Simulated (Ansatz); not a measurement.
**Alloy of AlN and SiC (12 of 16 Al sites, 12 of 16 N sites exchanged), 32 atoms with displaced atoms**

Aim: a base single point, then the same cell under other settings, to see what each one moves.

Program: Ansatz 0.2.0, PAW, plane waves. These are calculated values, not measurements.

2 further runs of the same task are left out: 2 that didn't finish.

## (1) Starting point

32 atoms (12 Si, 4 Al, 12 C, 4 N); a = 6.171 Å, b = 10.688 Å, c = 5.032 Å, α = 90.00°, β = 90.00°, γ = 90.00°. All atoms were shaken off their sites by about 0.02 Å along each axis.

## (2) Single point with PBEsol

in.yaml

```yaml
crystal:
  lattice:
    - [6.170934, 0.000000, 0.000000]
    - [0.000000, 10.688371, 0.000000]
    - [0.000000, 0.000000, 5.031560]
  atoms:
    - { symbol: Si, position: [0.251849, 0.084324, 0.494315] }
    - { symbol: Si, position: [0.995356, 0.333540, 0.498474] }
    - { symbol: Si, position: [0.748623, 0.081595, 0.501959] }
    - { symbol: Si, position: [0.245800, 0.580865, 0.496269] }
    - { symbol: Si, position: [0.997536, 0.833213, 0.493719] }
    - { symbol: Si, position: [0.745164, 0.583691, 0.494092] }
    - { symbol: Si, position: [0.500217, 0.831931, 0.501934] }
    - { symbol: Si, position: [0.500061, 0.166964, 0.999074] }
    - { symbol: Si, position: [0.996117, 0.668244, 0.999886] }
    - { symbol: Si, position: [0.748308, 0.418419, 0.000789] }
    - { symbol: Si, position: [0.501937, 0.664291, 0.995115] }
    - { symbol: Si, position: [0.250725, 0.918312, 0.999440] }
    - { symbol: Al, position: [0.496924, 0.332803, 0.493504] }
    - { symbol: Al, position: [0.000348, 0.167200, 0.000669] }
    - { symbol: Al, position: [0.242326, 0.417330, 0.996114] }
    - { symbol: Al, position: [0.753500, 0.915455, 0.996924] }
    - { symbol: C, position: [0.004885, 0.167368, 0.377736] }
    - { symbol: C, position: [0.003039, 0.666967, 0.371101] }
    - { symbol: C, position: [0.501085, 0.666921, 0.371558] }
    - { symbol: C, position: [0.249195, 0.918737, 0.371867] }
    - { symbol: C, position: [0.744855, 0.915399, 0.377792] }
    - { symbol: C, position: [0.253357, 0.082006, 0.878224] }
    - { symbol: C, position: [0.751311, 0.081122, 0.880263] }
    - { symbol: C, position: [0.499325, 0.336361, 0.876906] }
    - { symbol: C, position: [0.252942, 0.581657, 0.874717] }
    - { symbol: C, position: [0.996966, 0.832947, 0.876556] }
    - { symbol: C, position: [0.747564, 0.588237, 0.878829] }
    - { symbol: C, position: [0.497297, 0.836596, 0.880919] }
    - { symbol: N, position: [0.502132, 0.164448, 0.379757] }
    - { symbol: N, position: [0.246583, 0.416729, 0.371821] }
    - { symbol: N, position: [0.744707, 0.418194, 0.381016] }
    - { symbol: N, position: [0.002108, 0.333998, 0.878865] }
kpoints:
  mp_grid: { grid: [2, 2, 2], shift: [0.5, 0.5, 0.5] }
hamiltonian:
  xc: pbesol
scf:
  occupations: { method: fermi_dirac, width: 0.01 }
output:
  forces: true
  eigenvalues: true
  stress: true
  populations: true
```

Command:

```bash
> ansatz run in.yaml --threads 7 --pin off --max-ram 13300MiB --runs-dir r --events-out ev --progress --plain
```

## (3) Run again with smearing width 0.5 eV, mixer broyden, charge changed by -2

in.yaml, as its differences from that of step 2:

```diff
@@ -42,4 +42,7 @@
   xc: pbesol
+total_charge: -2
 scf:
-  occupations: { method: fermi_dirac, width: 0.01 }
+  occupations: { method: fermi_dirac, width: 0.5 }
+  max_iter: 80
+  mixing: { algorithm: broyden }
 output:
@@ -48,2 +51 @@
   stress: true
-  populations: true
```

## (4) Changed settings: dispersion D3(BJ) with three-body term

in.yaml, as its differences from that of step 3:

```diff
@@ -42,7 +42,6 @@
   xc: pbesol
-total_charge: -2
+  dispersion: d3bjatm
 scf:
-  occupations: { method: fermi_dirac, width: 0.5 }
-  max_iter: 80
-  mixing: { algorithm: broyden }
+  occupations: { method: fermi_dirac, width: 0.01 }
+  max_iter: 50
 output:
```

## (5) Variant: density threshold 1e-05 eV, occupations fixed

in.yaml, as its differences from that of step 4:

```diff
@@ -42,6 +42,6 @@
   xc: pbesol
-  dispersion: d3bjatm
 scf:
-  occupations: { method: fermi_dirac, width: 0.01 }
-  max_iter: 50
+  occupations: { method: fixed }
+  max_iter: 100
+  convergence: { dr2_threshold: 1e-05 }
 output:
```

## (6) Changed settings: occupations Gaussian

in.yaml, as its differences from that of step 5:

```diff
@@ -43,5 +43,4 @@
 scf:
-  occupations: { method: fixed }
-  max_iter: 100
-  convergence: { dr2_threshold: 1e-05 }
+  occupations: { method: gaussian, width: 0.01 }
+  max_iter: 50
 output:
```

## (7) Changed settings: accuracy low

in.yaml, as its differences from that of step 6:

```diff
@@ -1 +1,2 @@
+accuracy: low
 crystal:
@@ -43,4 +44,4 @@
 scf:
-  occupations: { method: gaussian, width: 0.01 }
-  max_iter: 50
+  occupations: { method: fermi_dirac, width: 0.01 }
+  max_iter: 90
 output:
```

## (8) Variant: xc grid 2, charge changed by 1, dispersion D3(BJ)

in.yaml, as its differences from that of step 7:

```diff
@@ -1,2 +1 @@
-accuracy: low
 crystal:
@@ -41,7 +40,10 @@
   mp_grid: { grid: [2, 2, 2], shift: [0.5, 0.5, 0.5] }
+basis: { xc_grid: 2 }
 hamiltonian:
   xc: pbesol
+  dispersion: d3bj
+total_charge: 1
 scf:
   occupations: { method: fermi_dirac, width: 0.01 }
-  max_iter: 90
+  max_iter: 50
 output:
```

Q: Predict the outcome of this session. Wanted: for each run, settings; status; energy from base; forces from base.

As calculated:

| settings | status | cycles | time | energy from base (meV/atom) | forces from base (eV/Å rms) | filled to empty level on the mesh (eV) |
| --- | --- | --- | --- | --- | --- | --- |
| base | converged | 8 | 3.7 s (7 CPU threads) | 0 | 0 | 2.16 |
| smearing width 0.5 eV, mixer broyden, charge changed by -2 | converged, settings too loose | 9 | 3.3 s (7 CPU threads) | - | 0.320 | - |
| dispersion D3(BJ) with three-body term | converged | 8 | 2.7 s (7 CPU threads) | - | 0.001 | 2.16 |
| density threshold 1e-05 eV, occupations fixed | converged | 6 | 2.2 s (7 CPU threads) | 0.0 | 0.000 | 2.16 |
| occupations Gaussian | converged | 8 | 2.5 s (7 CPU threads) | 0.0 | 0.000 | 2.16 |
| accuracy low | converged | 8 | 2.5 s (7 CPU threads) | 0.0 | 0.000 | 2.16 |
| xc grid 2, charge changed by 1, dispersion D3(BJ) | converged | 10 | 3 s (7 CPU threads) | - | 0.250 | - |

Among these variants the forces move most with smearing width 0.5 eV, mixer broyden, charge changed by -2 (0.320 eV/Å rms). The base mesh is coarse for so small a cell, so pressure, spacing and their changes aren't converged values of the solid.
